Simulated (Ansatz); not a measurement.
# CH₄AlI (SMILES [CH3][AlH][I]): a rigid scan of the angle H5–C1–Al2

How does the energy rise as the angle H5–C1–Al2 leaves its equilibrium value, and do density functionals follow CCSD(T)? No other atom is relaxed.

The runs use Ansatz 0.2.0, Gaussian basis; single points in def2-TZVPP.

Levels: PBE-D4, r2SCAN-D4, PBE0-D4, B3LYP-D4, wB97M-V, Hartree-Fock, MP2, CCSD, CCSD(T). The scan takes 88.7, 94.7, 100.7, 106.7, 112.7, 118.7, 124.7, 130.7, 136.7°.

Correlated methods freeze the cores. Filled d shells of the heavier atoms are correlated. Core potentials replace the inner electrons past krypton, and spin-orbit coupling is left out. B3LYP uses VWN-RPA correlation.

28 further runs of the same task are left out: 28 set aside as unsound or not needed.

### 1 The system as given

The minimum, relaxed at PBE0-D4: SMILES `[CH3][AlH][I]`, 7 atoms, charge 0, spin multiplicity 1.

Atoms are counted from 1 here; the program's logs count them from 0.

Bond lengths: C1–Al2 1.940 Å, C1–H4 1.095 Å, C1–H5 1.091 Å, C1–H6 1.095 Å, Al2–I3 2.483 Å, Al2–H7 1.580 Å. Angles: Al2–C1–H4 110.3°, Al2–C1–H5 112.7°, Al2–C1–H6 110.3°, H4–C1–H5 108.4°, H4–C1–H6 106.7°, H5–C1–H6 108.3°, C1–Al2–I3 119.5°, C1–Al2–H7 124.3°, I3–Al2–H7 116.2°.

As a file:

```
C    -0.7776    0.4668   -0.3206
Al    0.9113   -0.3607    0.1564
I     0.9614   -2.1126    1.9151
H    -0.7276    1.5496   -0.1656
H    -1.6159    0.0752    0.2578
H    -0.9900    0.3114   -1.3836
H     2.2995    0.0023   -0.5053
```

Energies of the minimum (eV), from earlier single points: PBE-D4 -15796.87375, r2SCAN-D4 -15804.30521, PBE0-D4 -15798.50712, B3LYP-D4 -15806.14677, wB97M-V -15800.82623, CCSD(T) -15772.71085.

At the minimum the angle H5–C1–Al2 is 112.7°.

### 2 H5–C1–Al2 = 88.7°

The input, ccsdt-tzvpp/in.yaml:

```yaml
crystal:
  periodic: [false, false, false]
  atoms:
    - {symbol: C, position_ang: [-0.777628, 0.466760, -0.320613]}
    - {symbol: Al, position_ang: [0.911292, -0.360690, 0.156427]}
    - {symbol: I, position_ang: [0.961386, -2.112639, 1.915089]}
    - {symbol: H, position_ang: [-0.727610, 1.549637, -0.165599]}
    - {symbol: H, position_ang: [-1.267737, -0.162281, 0.424163]}
    - {symbol: H, position_ang: [-0.989986, 0.311423, -1.383612]}
    - {symbol: H, position_ang: [2.299526, 0.002311, -0.505328]}
basis:
  gaussian: {orbitals: def2-TZVPP}
correlation: {method: ccsd_t}
```

No record of the launch command was kept for these runs.

Further steps of the session: H5–C1–Al2 = 94.7°; H5–C1–Al2 = 100.7°; H5–C1–Al2 = 106.7°; H5–C1–Al2 = 112.7°; H5–C1–Al2 = 118.7°; H5–C1–Al2 = 124.7°; H5–C1–Al2 = 130.7°; H5–C1–Al2 = 136.7°.

What does the calculation give? Wanted: highest point, CCSD(T); lowest point, CCSD(T); minimum along the scan, CCSD(T); RMS deviation from CCSD(T); largest T1 diagnostic.

The runs gave:

| quantity | value |
| --- | --- |
| highest point, CCSD(T) | 8.1 kcal/mol at 88.7° |
| lowest point, CCSD(T) | 0.0 kcal/mol at 112.7° |
| minimum along the scan, CCSD(T) | 112.9° |
| curvature there | 1.22 meV/deg² |
| RMS deviation from CCSD(T) | PBE-D4 0.3, r2SCAN-D4 0.1, PBE0-D4 0.1, B3LYP-D4 0.0, wB97M-V 0.1, Hartree-Fock 0.7, MP2 0.0, CCSD 0.1 kcal/mol |
| largest T1 diagnostic | 0.008 |

What this shows: A polynomial through the near points puts the CCSD(T) minimum 0.2° above the PBE0-D4 value. Curvature against CCSD(T): PBE-D4 -6 %, Hartree-Fock +15 %. B3LYP-D4 follows the CCSD(T) curve best and Hartree-Fock worst.
